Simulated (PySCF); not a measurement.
# A diatomic session: GeN

The task here is to estimate one member of a computed series from the others.

Computed with PySCF 2.14.0. Level: Ge def2-TZVPPD, N def2-TZVPPD, no relativity.

Set-up of the first run:

A driver script around PySCF takes these settings:

```json
{
  "atoms": "Ge, N",
  "charge": "0",
  "basis": "Ge def2-TZVPPD, N def2-TZVPPD",
  "Hamiltonian": "no relativity",
  "basis functions": "91",
  "electrons treated": "39",
  "masses in u": "73.9212, 14.0031",
  "levels": "PBE0, PBE, r²SCAN, TPSS, r²SCANh, BHandHLYP, M06-L, PW91, ωB97M-V, HF, MP2, SCS-MP2, CCSD, CCSD(T)",
  "grid": "80 radial by 434 angular points",
  "occupations": "held fixed by the projection of orbital angular momentum",
  "dissociation limit": "Ge + N, each in its ground configuration",
  "starting distance in angstrom": "1.815",
  "values of 2S to try": "1, 3, 5"
}
```

On the command line:

```console
> OMP_NUM_THREADS=2 python dia.py task.json out
```

Among the steps run: The job; PBE0 along the bond; Other states along the same grid; PBE (GGA); r²SCAN (meta-GGA); TPSS (meta-GGA); r²SCANh (hybrid meta-GGA); BHandHLYP (global hybrid GGA); M06-L; PW91 (GGA); ωB97M-V (range-separated hybrid); ROHF (mean field); Correlated methods on the Hartree–Fock reference.

One table of the session follows, with a row left open; its other results are not shown here.

It belongs to the step «The curves together». Energy (eV) from each level's lowest point:

```
R (Å)   ROHF  ROHF-MP2  ROHF-SCS-MP2  ROHF-CCSD  ROHF-CCSD(T)
1.496  1.336     1.626         1.630        n/a           n/a
1.566  0.522     0.752         0.753      0.709         0.784
1.636  0.112     0.258         0.257      0.229         0.276
1.688  0.000     0.070         0.069      0.055         0.079
1.740  0.015     0.000         0.000      0.000         0.000
1.792  0.127     0.020         0.021      0.036         0.010
1.862  0.389     0.151         0.152      0.189         0.126
1.949      ?         ?             ?          ?             ?
2.053  1.476     0.838         0.837      0.935         0.765
2.192  2.396     1.439         1.437        n/a           n/a
```

Q: Estimate the row for R (Å) = 1.949 from the others.

Worked estimate for «ROHF». A straight line through the neighbours (1.862, 0.389) and (2.053, 1.476) gives 0.389 + (1.476 − 0.389) × (1.949 − 1.862) / (2.053 − 1.862) = 0.884; a parabola fitted to 4 rows on both sides gives 0.854.

The run gave: ROHF: 0.837; ROHF-MP2: 0.424; ROHF-SCS-MP2: 0.424; ROHF-CCSD: 0.489; ROHF-CCSD(T): 0.378. In «ROHF» the line misses by +0.047 and the parabola by +0.017.
